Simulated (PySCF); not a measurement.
# H12NiO6 ([Ni(H2O)6]2+): the cost of one run

Programs: PySCF 2.14.0, with routines of our own; each step states its level. All values are computed. Atoms count from 0.

## (1) The starting structure

19 atoms, charge 2, states of the metal's open shell are computed; geometry from: model geometry, bond lengths from ionic radii.

## (2) Ligand-field states: state-averaged CASSCF

What the job is given:

```
{"job": {"kind": "lf", "basis": {"metal": "x2c-TZVPall", "ligand": "x2c-SVPall"}, "nevpt": true}, "charge": 2, "metal": "Ni", "open_shell": "d8"}
Ni     0.000000     0.000000     0.000000
O      0.000000     0.000000     2.050000
H      0.775000     0.000000     2.625000
H     -0.775000     0.000000     2.625000
O      0.000000     0.000000    -2.050000
H      0.775000     0.000000    -2.625000
H     -0.775000     0.000000    -2.625000
O      2.050000     0.000000     0.000000
H      2.625000     0.775000     0.000000
H      2.625000    -0.775000     0.000000
O     -2.050000     0.000000     0.000000
H     -2.625000     0.775000     0.000000
H     -2.625000    -0.775000     0.000000
O      0.000000     2.050000     0.000000
H      0.000000     2.625000     0.775000
H      0.000000     2.625000    -0.775000
O     -0.000000    -2.050000     0.000000
H     -0.000000    -2.625000     0.775000
H     -0.000000    -2.625000    -0.775000
```

Level: state-averaged CASSCF of the metal d shell, SC-NEVPT2 on the averaged canonical orbitals, state-interaction spin-orbit coupling.

Started as:

```console
$ OMP_NUM_THREADS=1 python lf_run.py task.json out
```

This one command runs all jobs of the session in turn.

Q: Estimate the wall time and peak memory of this first job on 1 thread of Arm Neoverse V2, shared host.

About 15 s, with a peak of 0.48 GiB.
